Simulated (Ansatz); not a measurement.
# Ge2P: the cost of one run

Computed with Ansatz 0.2.0, Gaussian basis. Level: the settings change from run to run.

23 further runs of the same task are left out: 4 for a known fault of the program, 12 that didn't finish, 7 set aside as unsound or not needed. Runs told in other sessions of the task aren't counted.

### Step 1. What is computed

The geometry is a PBE0/def2-TZVP stationary point (not a proven minimum) with its atoms shifted at random (size 0.040 Å). No spin-orbit coupling is included. The filled d shell of Ge may be among the frozen orbitals whatever the setting's name suggests.

3 atoms, charge 0, spin multiplicity 2.

Atoms are counted from 1 here; the program's logs count them from 0.

Bond lengths: Ge1–P2 2.175 Å, P2–Ge3 2.181 Å. Angles: Ge1–P2–Ge3 120.3°.

### Step 2. CCSD(T)/cc-pVDZ

Input file in.yaml:

```yaml
crystal:
  periodic: [false, false, false]
  atoms:
    - {symbol: Ge, position_ang: [-0.019278, -0.212020, 1.885920]}
    - {symbol: P, position_ang: [-0.020111, 0.893226, 0.012966]}
    - {symbol: Ge, position_ang: [0.027853, -0.168853, -1.891448]}
basis:
  gaussian: {orbitals: cc-pVDZ}
magnetization: {spin_polarized: false, initial_magnetization: 1}
hamiltonian: {xc: {name: PBE0}}
correlation: {method: ccsd_t, electrons: outside_noble_gas}
```

Run with:

```
> ansatz run in.yaml --threads 1 --pin off --events-out ev --progress --plain --max-ram 2393MiB
```

**Question.** How long does this run take on 1 thread of Intel Xeon at 2.80GHz, shared host, and how much memory does it need?

About 52 s, with a peak of 0.29 GiB.
